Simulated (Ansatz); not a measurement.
# Ta3AsAu2O13 (P1) in Ansatz: further runs

Aim: see how the results for Ta3AsAu2O13 move with the level of theory and the settings. Levels: r2SCAN, PBE. Tasks: band structure.

All numbers are computed with Ansatz 0.2.0; they aren't measurements. Logs are shortened: lines on timing, memory, paths and dates and some standing lists are left out, and cuts for length are marked.

## (1) Starting point

The typed cell holds 19 atoms: a = 5.887 Å, b = 6.310 Å, c = 7.976 Å, α = 73.43°, β = 76.58°, γ = 69.60°.

The cell was built by a generator and needn't be a form met in nature.

## (2) Band structure, r2SCAN, spin-orbit coupling, no magnetisation

The input, input.yaml:

```yaml
crystal:
  lattice:
    - [5.88672, 0.0, 0.0]
    - [2.19986, 5.91413, 0.0]
    - [1.85109, 1.73865, 7.56124]
  atoms:
    - { symbol: Ta, position: [0.39605, 0.05, 0.58683] }
    - { symbol: Ta, position: [0.95891, 0.61806, 0.76348] }
    - { symbol: Ta, position: [0.06984, 0.27356, 0.18903] }
    - { symbol: As, position: [0.07072, 0.88917, 0.02743] }
    - { symbol: Au, position: [0.21939, 0.67567, 0.38144] }
    - { symbol: Au, position: [0.68925, 0.45927, 0.56874] }
    - { symbol: O, position: [0.16689, 0.59518, 0.16534] }
    - { symbol: O, position: [0.86104, 0.11514, 0.11677] }
    - { symbol: O, position: [0.2695, 0.96377, 0.83676] }
    - { symbol: O, position: [0.87527, 0.82792, 0.92] }
    - { symbol: O, position: [0.70329, 0.78261, 0.54686] }
    - { symbol: O, position: [0.17528, 0.40817, 0.5935] }
    - { symbol: O, position: [0.27798, 0.9264, 0.17203] }
    - { symbol: O, position: [0.64612, 0.14878, 0.61595] }
    - { symbol: O, position: [0.14281, 0.39538, 0.93941] }
    - { symbol: O, position: [0.30048, 0.17203, 0.35732] }
    - { symbol: O, position: [0.19051, 0.80386, 0.59347] }
    - { symbol: O, position: [0.70787, 0.4714, 0.81379] }
    - { symbol: O, position: [0.77878, 0.42364, 0.31185] }
hamiltonian:
  xc: r2scan
  pseudopotentials: { kind: paw_fr }
magnetization:
  noncollinear: true
  spin_orbit: true
kpoints:
  mp_grid: { grid: [4, 4, 3] }
  band_path:
    path:
      - [[0.0, 0.0, 0.5], [0.0, 0.0, 0.0], [0.5, 0.0, 0.0]]
      - [[0.5, 0.0, 0.5], [0.0, 0.0, 0.0], [0.0, 0.5, 0.0]]
      - [[0.0, 0.5, 0.5], [0.0, 0.0, 0.0], [0.5, 0.5, 0.0]]
      - [[0.5, 0.5, 0.5], [0.0, 0.0, 0.0]]
    npoints: 10
scf:
  occupations: { method: fermi_dirac, width: 0.05 }
  n_extra_bands: 47
output:
  forces: true
  stress: true
  eigenvalues: true
  fatbands: true
```

Potentials or basis: Ansatz PAW.

On the command line:

```console
ansatz run input.yaml --threads 8 --pin off --max-ram 20480MiB --backend cpu --events-out ev --progress --plain --runs-dir out
```

Log:

```text
Warning: RAYON_NUM_THREADS=8 ignored (pool sized by the plan → 8); use --threads N
[... 127 lines left out ...]
  k-point 1: bands = ["-100.4073", "-100.4073", "-100.0699", "-100.0699", "-63.3971", "-63.3971", "-63.0597", "-63.0597", "-62.6297", "-62.6297", "-62.5487", "-62.5487", "-62.4475", "-62.4475", "-47.3144", "-47.3144", "-46.9652", "-46.9652", "-46.7415", "-46.7415", "-46.4200", "-46.4200", "-34.8409", "-34.8408", "-34.7722", "-34.7721", "-34.6804", "-34.6803", "-30.8176", "-30.8176", "-30.7858", "-30.7858", "-30.1078", "-30.1078", "-30.0737", "-30.0737", "-30.0351", "-30.0351", "-26.3140", "-26.3095", "-26.2596", "-26.2519", "-26.1980", "-26.1917", "-26.1597", "-26.1532", "-26.1168", "-26.1123", "-26.0395", "-26.0390", "-13.8859", "-13.8838", "-12.4425", "-12.4360", "-11.9946", "-11.9877", "-11.8087", "-11.7922", "-11.6724", "-11.6655", "-11.3198", "-11.2943", "-11.2443", "-11.2114", "-11.1653", "-11.1531", "-11.0004", "-10.9862", "-10.8285", "-10.7955", "-10.6960", "-10.6651", "-10.6316", "-10.6104", "-10.3573", "-10.3367", "-2.7546", "-2.7503", "0.0037", "0.0293", "0.2668", "0.2900", "0.3888", "0.4067", "0.7206", "0.8049", "0.8865", "0.9283", "1.0635", "1.0695", "1.3962", "1.4433", "1.4659", "1.4923", "1.8235", "1.8876", "1.9829", "2.0319", "2.0939", "2.1357", "2.1768", "2.2286", "2.3273", "2.4095", "2.4768", "2.5497", "2.6541", "2.7072", "2.8368", "2.8823", "3.0397", "3.1330", "3.1602", "3.2553", "3.2739", "3.3459", "3.3870", "3.4234", "3.5019", "3.5267", "3.7226", "3.8110", "3.9613", "4.0213", "4.0963", "4.1395", "4.1825", "4.2482", "4.3655", "4.4261", "4.5160", "4.5398", "4.6108", "4.6357", "4.7246", "4.7952", "4.8525", "4.9101", "5.0648", "5.0954", "5.1500", "5.1626", "5.1904", "5.2150", "5.2841", "5.3195", "5.4370", "5.4749", "5.5305", "5.5749", "5.6890", "5.7400", "5.8425", "5.9044", "5.9877", "6.0210", "6.1120", "6.1557", "6.3195", "6.3432", "6.3770", "6.4160", "6.4784", "6.5342", "6.6043", "6.6405", "6.7611", "6.7987", "6.9996", "7.0119", "8.9894", "9.0170", "9.0729", "9.0862", "10.6875", "10.7497", "10.8296", "10.9422", "11.1953", "11.2477", "11.3202", "11.4136", "11.7066", "11.7400", "11.9139", "11.9751", "12.1157", "12.1518", "12.2337", "12.3279", "12.5647", "12.5835", "12.8314", "12.8837", "13.1558", "13.2203", "14.0480", "14.1572", "14.2707", "14.3198", "14.4236", "14.4721", "14.6554", "14.7184", "15.2122", "15.2923", "15.3600", "15.4178", "15.5880", "15.6359", "15.9795", "16.0242", "16.1882", "16.2128", "16.4055", "16.4708", "16.5881"]
  k-point 2: bands = ["-100.4073", "-100.4073", "-100.0699", "-100.0699", "-63.3971", "-63.3971", "-63.0597", "-63.0597", "-62.6297", "-62.6297", "-62.5487", "-62.5487", "-62.4475", "-62.4475", "-47.3144", "-47.3144", "-46.9652", "-46.9652", "-46.7415", "-46.7415", "-46.4200", "-46.4200", "-34.8407", "-34.8406", "-34.7724", "-34.7723", "-34.6804", "-34.6803", "-30.8176", "-30.8176", "-30.7858", "-30.7858", "-30.1078", "-30.1078", "-30.0737", "-30.0737", "-30.0351", "-30.0351", "-26.3118", "-26.3072", "-26.2629", "-26.2526", "-26.1976", "-26.1938", "-26.1570", "-26.1519", "-26.1187", "-26.1149", "-26.0389", "-26.0386", "-13.8532", "-13.8467", "-12.2712", "-12.2658", "-12.0973", "-12.0787", "-11.8693", "-11.8560", "-11.6829", "-11.6476", "-11.4545", "-11.4162", "-11.2580", "-11.2189", "-11.1259", "-11.0762", "-10.9623", "-10.9424", "-10.8786", "-10.8170", "-10.7537", "-10.6829", "-10.6128", "-10.5532", "-10.4012", "-10.3575", "-2.6440", "-2.6383", "-0.0619", "-0.0191", "0.2674", "0.3227", "0.5175", "0.5758", "0.6543", "0.7355", "0.9281", "0.9935", "1.0952", "1.1276", "1.4004", "1.4592", "1.6796", "1.7657", "1.8699", "1.8861", "1.9382", "2.0118", "2.0905", "2.1402", "2.1741", "2.2889", "2.3454", "2.3942", "2.4585", "2.5028", "2.6161", "2.6802", "2.6975", "2.8464", "2.9180", "2.9640", "3.0472", "3.1821", "3.3196", "3.3949", "3.4879", "3.5705", "3.6145", "3.6819", "3.8105", "3.9019", "3.9263", "3.9805", "4.0430", "4.0688", "4.1109", "4.2292", "4.2785", "4.3576", "4.3899", "4.4707", "4.5577", "4.5858", "4.7045", "4.7815", "4.8550", "4.8895", "4.9403", "5.0088", "5.0471", "5.1173", "5.1624", "5.2082", "5.2906", "5.3366", "5.4187", "5.4738", "5.5556", "5.6093", "5.6961", "5.7583", "5.8309", "5.8582", "5.9551", "6.0150", "6.0518", "6.1238", "6.1981", "6.2754", "6.3282", "6.3864", "6.4402", "6.4779", "6.5928", "6.6606", "6.7530", "6.8039", "6.8389", "6.9221", "9.1174", "9.1249", "9.3666", "9.4051", "10.6098", "10.6675", "10.9702", "11.0022", "11.1409", "11.1794", "11.3048", "11.3797", "11.5669", "11.6104", "11.9167", "11.9715", "12.0647", "12.1572", "12.3944", "12.4666", "12.5628", "12.6218", "12.9119", "12.9584", "13.3332", "13.4503", "14.1458", "14.1995", "14.3155", "14.3717", "14.4648", "14.4946", "14.7559", "14.8143", "14.9731", "15.0538", "15.2928", "15.3693", "15.5277", "15.6628", "15.8435", "15.9048", "16.0204", "16.0471", "16.4997", "16.5370", "16.6835"]
  k-point 25: bands = ["-100.4073", "-100.4073", "-100.0699", "-100.0699", "-63.3971", "-63.3971", "-63.0597", "-63.0597", "-62.6297", "-62.6297", "-62.5487", "-62.5487", "-62.4475", "-62.4475", "-47.3144", "-47.3144", "-46.9652", "-46.9652", "-46.7415", "-46.7415", "-46.4201", "-46.4201", "-34.8406", "-34.8406", "-34.7725", "-34.7724", "-34.6804", "-34.6804", "-30.8176", "-30.8176", "-30.7858", "-30.7858", "-30.1078", "-30.1078", "-30.0737", "-30.0737", "-30.0351", "-30.0351", "-26.3142", "-26.3081", "-26.2625", "-26.2533", "-26.1924", "-26.1856", "-26.1606", "-26.1592", "-26.1175", "-26.1148", "-26.0403", "-26.0391", "-13.7486", "-13.7452", "-12.3085", "-12.3051", "-12.2133", "-12.2054", "-11.8970", "-11.8857", "-11.6058", "-11.5970", "-11.3715", "-11.3578", "-11.2939", "-11.2599", "-11.1423", "-11.1209", "-10.9855", "-10.9626", "-10.8461", "-10.8301", "-10.7212", "-10.6985", "-10.5915", "-10.5665", "-10.4100", "-10.3859", "-2.6302", "-2.6222", "-0.0002", "0.0132", "0.3688", "0.4052", "0.5678", "0.6107", "0.7299", "0.7929", "0.9015", "0.9842", "1.1541", "1.2162", "1.4226", "1.5108", "1.5707", "1.6468", "1.7708", "1.8009", "1.9278", "1.9729", "2.1084", "2.1669", "2.2148", "2.2787", "2.3345", "2.3986", "2.4743", "2.5519", "2.6661", "2.7042", "2.7896", "2.8278", "2.9742", "3.0157", "3.1069", "3.1548", "3.3216", "3.3677", "3.5085", "3.5777", "3.6553", "3.6854", "3.7284", "3.7799", "3.9642", "4.0260", "4.0605", "4.1083", "4.1669", "4.2065", "4.2784", "4.3541", "4.4112", "4.4675", "4.5041", "4.5676", "4.5830", "4.6237", "4.7012", "4.7694", "4.8052", "4.8510", "4.9476", "4.9676", "5.0854", "5.1465", "5.2391", "5.2912", "5.4877", "5.5037", "5.5581", "5.5924", "5.7448", "5.7879", "5.8793", "5.9112", "5.9734", "6.0046", "6.0850", "6.1680", "6.2423", "6.2900", "6.3250", "6.3781", "6.4222", "6.4732", "6.5110", "6.5844", "6.6720", "6.6946", "6.9741", "6.9854", "9.0897", "9.1001", "9.5074", "9.5245", "10.6320", "10.7063", "10.8906", "10.9205", "11.3107", "11.3925", "11.4983", "11.5742", "11.6648", "11.7529", "11.9041", "11.9755", "12.1237", "12.2691", "12.4128", "12.5020", "12.5629", "12.6165", "12.9863", "13.0483", "13.3792", "13.4280", "13.5618", "13.6142", "14.0701", "14.1270", "14.5674", "14.6031", "14.9123", "14.9816", "15.0653", "15.0963", "15.4466", "15.4996", "15.6910", "15.7179", "16.0722", "16.1170", "16.2785", "16.3267", "16.4329", "16.5143", "16.6825"]
```

Run time: 14 min. Hardware: 8 threads of Arm Neoverse V2, shared host; peak memory 10 GiB.

What came out:

| Quantity | Value |
| --- | --- |
| Free energy | -68291.2975 eV |
| Pressure | -5.7 GPa |
| Largest force | 0.667 eV/Å |
| Band gap on the k mesh | 1.83 eV, indirect (least direct gap 1.86 eV) |
| Band gap along the path | 1.81 eV, indirect (least direct gap 1.86 eV) |

Forces on the atoms (eV/Å):
```
Ta   0.181  0.067 -0.028
Ta  -0.016 -0.186  0.226
Ta  -0.021  0.046 -0.031
As  -0.024  0.051 -0.101
Au   0.004  0.024  0.015
Au   0.020 -0.019  0.067
O   -0.061  0.405 -0.074
O    0.451 -0.462 -0.166
O   -0.290 -0.028  0.248
O    0.434 -0.100  0.032
O   -0.146 -0.091  0.121
O   -0.003  0.182 -0.050
O   -0.418  0.034  0.044
O   -0.237  0.120 -0.099
O   -0.232  0.129  0.060
O   -0.097  0.028  0.173
O   -0.082 -0.138 -0.113
O    0.292  0.093 -0.335
O    0.245 -0.156  0.011
```

Stress tensor (GPa, compression positive):
```
-5.32 -0.40 -0.23
-0.40 -5.72 -0.12
-0.23 -0.12 -6.04
```

Levels at the corners of the path, in eV from the valence-band top:
| point | band 167 | band 168 | band 169 | band 170 | band 171 | band 172 | band 173 | band 174 |
| --- | --- | --- | --- | --- | --- | --- | --- | --- |
| X | -0.28 | -0.28 | -0.06 | -0.06 | 1.87 | 1.87 | 2.03 | 2.03 |
| Γ | -0.31 | -0.31 | -0.08 | -0.08 | 1.92 | 1.92 | 2.18 | 2.18 |
| Y | -0.29 | -0.29 | -0.09 | -0.09 | 1.83 | 1.83 | 2.19 | 2.19 |
| L | -0.28 | -0.28 | -0.09 | -0.09 | 1.81 | 1.81 | 1.94 | 1.94 |
| Γ | -0.31 | -0.31 | -0.08 | -0.08 | 1.92 | 1.92 | 2.18 | 2.18 |
| Z | -0.26 | -0.26 | -0.18 | -0.18 | 2.13 | 2.13 | 2.43 | 2.43 |
| N | -0.33 | -0.33 | -0.19 | -0.19 | 2.00 | 2.00 | 2.55 | 2.55 |
| Γ | -0.31 | -0.31 | -0.08 | -0.08 | 1.92 | 1.92 | 2.18 | 2.18 |
| M | -0.33 | -0.33 | -0.09 | -0.09 | 2.12 | 2.12 | 2.42 | 2.42 |
| R | -0.40 | -0.40 | -0.09 | -0.09 | 2.00 | 2.00 | 2.47 | 2.47 |
| Γ | -0.31 | -0.31 | -0.08 | -0.08 | 1.92 | 1.92 | 2.18 | 2.18 |

Caveat: the PAW data sets come from PBE, with cores solved anew for the run's functional, which leaves a small shift of forces and pressure. r2SCAN opens gaps a little over a GGA but as a rule still falls short of measured ones.

## (3) Band structure, PBE, spin-orbit coupling, no magnetisation

input.yaml: that of step 2 with these lines changed.

```diff
@@ -26,3 +26,3 @@
 hamiltonian:
-  xc: r2scan
+  xc: pbe
   pseudopotentials: { kind: paw_fr }
@@ -48 +48,5 @@
   fatbands: true
+  write_density: true
+  write_potential: true
+  elf: true
+  volumetric_format: npy
```

Potentials or basis: Ansatz PAW.

On the command line:

```console
ansatz run input.yaml --threads 8 --pin off --max-ram 20480MiB --backend cpu --events-out ev --progress --plain --runs-dir out
```

It took 11 min on 8 threads of Arm Neoverse V1, shared host; peak memory 9 GiB.

Results (log left out):

```
Free energy             : -68469.9262 eV
Pressure                : -0.2 GPa
Largest force           : 0.057 eV/Å
Band gap on the k mesh  : 1.55 eV, indirect (least direct gap 1.59 eV)
Band gap along the path : 1.53 eV, indirect (least direct gap 1.58 eV)
```

Forces on the atoms (eV/Å):
```
Ta   0.009 -0.021  0.014
Ta  -0.012 -0.013  0.032
Ta   0.005 -0.013 -0.032
As  -0.003  0.002 -0.018
Au   0.022 -0.009  0.014
Au  -0.030 -0.039 -0.005
O    0.004  0.002  0.028
O    0.010  0.008  0.007
O    0.013  0.003 -0.022
O   -0.006 -0.013 -0.016
O   -0.030 -0.005 -0.006
O   -0.003  0.025 -0.017
O   -0.006  0.011  0.023
O   -0.005  0.057  0.001
O   -0.008 -0.001  0.023
O   -0.005  0.003  0.007
O   -0.017 -0.006 -0.024
O    0.036  0.007 -0.026
O    0.027  0.003  0.017
```

Stress tensor (GPa, compression positive):
```
-0.12 -0.05 -0.02
-0.05 -0.14 -0.01
-0.02 -0.01 -0.28
```

Levels at the corners of the path, in eV from the valence-band top:
```csv
point,band 168,band 169,band 170,band 171,band 172,band 173
X,-0.27,-0.06,-0.06,1.59,1.59,1.75
Γ,-0.30,-0.08,-0.08,1.64,1.64,1.90
Y,-0.28,-0.08,-0.08,1.55,1.55,1.92
L,-0.28,-0.08,-0.08,1.53,1.53,1.65
Γ,-0.30,-0.08,-0.08,1.64,1.64,1.90
Z,-0.25,-0.17,-0.17,1.86,1.86,2.14
N,-0.31,-0.18,-0.18,1.72,1.72,2.25
Γ,-0.30,-0.08,-0.08,1.64,1.64,1.90
M,-0.32,-0.08,-0.08,1.85,1.85,2.12
R,-0.39,-0.07,-0.07,1.72,1.72,2.16
Γ,-0.30,-0.08,-0.08,1.64,1.64,1.90
```

Caveat: the pressure holds a Pulay correction of +0.6 GPa for the finite cutoff.

## (4) For comparison

An earlier run on the cell as given: functional PBE; potentials or basis Ansatz PAW; cutoff 420 eV (not typed: the program's choice for these potentials); k mesh 5 × 5 × 4; occupations fermi-dirac, width 0.05 eV; no spin polarisation.

* Pressure: 0.0 GPa
* Largest force: 0.009 eV/Å
* Band gap on the k mesh: 1.60 eV, indirect (least direct gap 1.64 eV)

## (5) Overview

| task | level | spin | k mesh | cutoff (eV) | points for each segment of the path | gap on the mesh (eV) | pressure (GPa) | largest force (eV/Å) |
| --- | --- | --- | --- | --- | --- | --- | --- | --- |
| band structure | r2SCAN | SOC, no magnetisation | 4 × 4 × 3 | 500 | 10 | 1.83 | -5.7 | 0.67 |
| band structure | PBE | SOC, no magnetisation | 4 × 4 × 3 | 420 | 10 | 1.55 | -0.2 | 0.06 |
| single point | PBE | off | 5 × 5 × 4 | 420 | - | 1.60 | 0.0 | 0.01 |

Alike in all rows: potentials or basis Ansatz PAW; cell as given; smearing fermi-dirac 0.05 eV.

The pressure there spans -5.7 GPa (r2SCAN) to 0.0 GPa (PBE); a positive pressure means that this level wants a larger cell, a negative one a smaller.

Caveats: the PAW data sets come from PBE, with cores solved anew for the run's functional, which leaves a small shift of forces and pressure (some runs); odd divisions of the mesh miss points on the zone boundary, where band edges often lie, so the gap on the mesh can be too wide (some runs); spin-orbit coupling is left out, which moves the levels of the heavy elements (some runs).

Total energies depend on the potentials used, so only differences within one code and one set of settings carry meaning.
